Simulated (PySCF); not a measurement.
# C18H11Br: the cost of one run

Programs: PySCF 2.14.0, with routines of our own; each step states its level. All values are computed. Atoms count from 0.

## 1. The system as given

30 atoms, charge 0, multiplicity 1; geometry from: GFN2-xTB.

## 2. Excited states: TDA BLYP/def2-SVP in water

What the job is given:

```
{"job": {"kind": "states", "xc": "BLYP", "basis": "def2-SVP", "tda": true, "soc": true, "nstates": 6, "ntriplets": 4, "nquad": 4, "solvent": "water"}, "charge": 0, "multiplicity": 1}
Br     1.105822     3.291550     0.598442
C      1.174684     1.401030     0.320612
C      2.415257     0.770729     0.319994
C      3.649187     1.446562     0.514647
C      4.830853     0.774357     0.503606
C      4.864596    -0.622392     0.295815
C      3.709048    -1.309573     0.104125
C      2.450271    -0.650642     0.108525
C      1.270262    -1.348007    -0.086282
C      0.025638    -0.710058    -0.083460
C     -1.163879    -1.422561    -0.280633
C     -2.400830    -0.799277    -0.280535
C     -3.613672    -1.512666    -0.480097
C     -4.809715    -0.867684    -0.473331
C     -4.871325     0.530432    -0.266664
C     -3.735457     1.250685    -0.071788
C     -2.463771     0.617371    -0.071481
C     -1.292243     1.332267     0.124956
C     -0.037705     0.713891     0.126309
H      3.640853     2.514342     0.674489
H      5.757841     1.307264     0.653999
H      5.815756    -1.133330     0.291524
H      3.717586    -2.377760    -0.056560
H      1.308764    -2.416461    -0.244558
H     -1.105861    -2.490776    -0.437333
H     -3.559034    -2.580396    -0.637122
H     -5.728513    -1.414860    -0.625538
H     -5.835616     1.016710    -0.266375
H     -3.775099     2.318812     0.086567
H     -1.361721     2.399002     0.280493
```

Method: TDA BLYP/def2-SVP excited states, vertical, IEF-PCM water (non-equilibrium response), spin-orbit mean-field couplings.

Started as:

```
$ OMP_NUM_THREADS=1 python excited_run.py task.json out
```

The driver reads the jobs from task.json and runs them one after another.

**Question.** How long does this first job take on 1 thread of Arm Neoverse V1, shared host, and how much memory does it need?

About 3.1 min, with a peak of 2.1 GiB.
